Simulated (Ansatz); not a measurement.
**C2H8SeSi: a ladder of functionals and wavefunction methods**

An exercise on one series of results from a longer session: the logs are not shown, and one member is left open.

Computed with Ansatz 0.2.0, Gaussian basis. Level: functionals in def2-TZVPP, the program's frozen cores in correlated methods.

Levels to be run: LDA (SPW92), PBE-D4, revPBE-D4, BLYP-D4, r2SCAN-D4, B97M-V, PBE0-D4, B3LYP-D4, r2SCANh-D4, r2SCAN0-D4, HSE06-D4, BHLYP-D4, CAM-B3LYP-D4, LC-ωPBE, ωB97X-V, ωB97M-V, B2PLYP, PBE-QIDH; CCSD(T)/def2-SVP; CCSD(T)/def2-TZVPP; MP2/def2-QZVPP; extrapolation to the limit; RPA on PBE.

### Structure used throughout

An earlier PBE0-D4 in a triple-zeta def2 set relaxation fixed the geometry.

SMILES `CC[Se][SiH3]`, 12 atoms, charge 0, spin multiplicity 1.

Atoms are counted from 1 here; the program's logs count them from 0.

Bond lengths: C1–C2 1.513 Å, C1–H5 1.092 Å, C1–H6 1.093 Å, C1–H7 1.092 Å, C2–Se3 1.972 Å, C2–H8 1.090 Å, C2–H9 1.090 Å, Se3–Si4 2.265 Å, Si4–H10 1.484 Å, Si4–H11 1.488 Å, Si4–H12 1.488 Å. Angles: C2–C1–H5 111.3°, C2–C1–H6 110.1°, C2–C1–H7 111.3°, H5–C1–H6 108.0°, H5–C1–H7 108.1°, H6–C1–H7 108.0°, C1–C2–Se3 109.7°, C1–C2–H8 111.4°, C1–C2–H9 111.4°, Se3–C2–H8 107.7°, Se3–C2–H9 107.7°, H8–C2–H9 108.8°, C2–Se3–Si4 96.7°, Se3–Si4–H10 106.6°, Se3–Si4–H11 111.1°, Se3–Si4–H12 111.2°, H10–Si4–H11 109.9°, H10–Si4–H12 109.9° and more.

The first run:

in.yaml

```yaml
crystal:
  periodic: [false, false, false]
  atoms:
    - {symbol: C, position_ang: [-0.285759, 2.031488, 0.693957]}
    - {symbol: C, position_ang: [-0.268326, 0.532040, 0.494414]}
    - {symbol: Se, position_ang: [0.712202, 0.092162, -1.158628]}
    - {symbol: Si, position_ang: [0.492049, -2.157111, -1.007630]}
    - {symbol: H, position_ang: [0.726353, 2.431768, 0.781374]}
    - {symbol: H, position_ang: [-0.828122, 2.282172, 1.609741]}
    - {symbol: H, position_ang: [-0.779009, 2.536982, -0.138828]}
    - {symbol: H, position_ang: [-1.277912, 0.131953, 0.397154]}
    - {symbol: H, position_ang: [0.232243, 0.026895, 1.320929]}
    - {symbol: H, position_ang: [1.182409, -2.731539, -2.188558]}
    - {symbol: H, position_ang: [1.111084, -2.673191, 0.242639]}
    - {symbol: H, position_ang: [-0.940213, -2.558720, -1.012864]}
basis:
  gaussian: {orbitals: def2-TZVPP}
hamiltonian: {xc: lda}
output: {orbitals: {seedname: orbitals}}
```

The run is started by

```console
ansatz run in.yaml --threads 4 --pin off --events-out ev --progress --plain --max-ram 10444MiB
```

Steps of the session up to this table: LDA; PBE-D4 (GGA); revPBE-D4 (GGA); BLYP-D4 (GGA); r2SCAN-D4 (meta-GGA); B97M-V (meta-GGA); PBE0-D4 (hybrid); B3LYP-D4 (hybrid); r2SCANh-D4 (hybrid); r2SCAN0-D4 (hybrid); HSE06-D4 (hybrid); BHLYP-D4 (hybrid); CAM-B3LYP-D4 (range-separated); LC-ωPBE (range-separated); ωB97X-V (range-separated); ωB97M-V (range-separated); B2PLYP (double hybrid); PBE-QIDH (double hybrid).

One table of the session follows, with a row left open; its other results are not shown here.

It belongs to the step «Orbital energies across the functionals». 

| functional | HOMO (eV) | gap (eV) |
| --- | --- | --- |
| LDA (SPW92) | -5.55 | 4.38 |
| PBE-D4 | -5.43 | 4.48 |
| revPBE-D4 | ? | ? |
| BLYP-D4 | -5.27 | 4.44 |
| r2SCAN-D4 | -5.68 | 5.01 |
| B97M-V | -5.82 | 5.03 |
| PBE0-D4 | -6.56 | 6.47 |
| B3LYP-D4 | -6.33 | 6.02 |
| r2SCANh-D4 | -6.10 | 5.73 |
| r2SCAN0-D4 | -6.72 | 6.80 |
| HSE06-D4 | -6.16 | 5.70 |
| BHLYP-D4 | -7.53 | 8.32 |
| CAM-B3LYP-D4 | -7.83 | 8.74 |
| LC-ωPBE | -9.18 | 11.24 |
| ωB97X-V | -8.84 | 10.77 |
| ωB97M-V | -8.72 | 10.37 |

Q: Estimate the row for revPBE-D4 from the others.

As computed: HOMO (eV): -5.39; gap (eV): 4.53. In the column «HOMO (eV)» it lies between PBE-D4 (-5.43) and BLYP-D4 (-5.27).
